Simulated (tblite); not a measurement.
# C5H13FSeSi: the cost of one run

The runs use tblite 0.8.0 and PySCF 2.14.0, with density-fitted response routines of our own; the level of theory stands in each step. All values are computed, except where a source is named. Atoms are numbered from 0 throughout.

## 1. The starting structure

21 atoms, charge 0, multiplicity 1; geometry from: force field or distance geometry start.

Bonds of the start (Å): C0–C1 1.51, C1–F2 1.38, C1–Si3 1.88, Si3–C4 1.87, C4–C5 1.54, C5–C6 1.54, C5–Se7 1.96, C0–H8 1.11, C0–H9 1.10, C0–H10 1.12, C1–H11 1.11, Si3–H12 1.48, Si3–H13 1.47, C4–H14 1.12, C4–H15 1.11, C5–H16 1.10, C6–H17 1.11, C6–H18 1.12, C6–H19 1.10, Se7–H20 1.53.

## 2. Relaxing the molecule with GFN2-xTB

The job: settings as JSON, then the geometry in Å.

```
{"job": {"kind": "relax", "xc": "GFN2-xTB", "basis": "xTB"}, "charge": 0, "multiplicity": 1}
C     -2.505200     0.184000    -0.901800
C     -1.989900    -0.883200     0.031500
F     -3.037000    -1.525300     0.664000
Si    -0.869900    -0.140600     1.347900
C      0.572400     0.786500     0.599700
C      1.418600    -0.087000    -0.345400
C      2.415200     0.777900    -1.129800
Se     2.420100    -1.430900     0.677500
H     -3.191000    -0.278400    -1.644100
H     -1.680300     0.668200    -1.443100
H     -3.080000     0.956600    -0.335400
H     -1.413900    -1.642600    -0.537200
H     -0.365700    -1.224300     2.227400
H     -1.648700     0.781300     2.179400
H      0.142900     1.651600     0.027900
H      1.202200     1.198700     1.421500
H      0.766700    -0.601000    -1.069600
H      3.015100     0.131400    -1.807200
H      3.099900     1.309700    -0.426500
H      1.876100     1.524100    -1.736100
H      2.843700    -2.139900    -0.614300
```

Command:

```
> OMP_NUM_THREADS=1 python probes_run.py task.json out
```

This one command runs all jobs of the session in turn.

**Question.** How long does this first job take on 1 thread of Arm Neoverse N1, shared host, and how much memory does it need?

About 1.6 s, with a peak of 0.18 GiB.
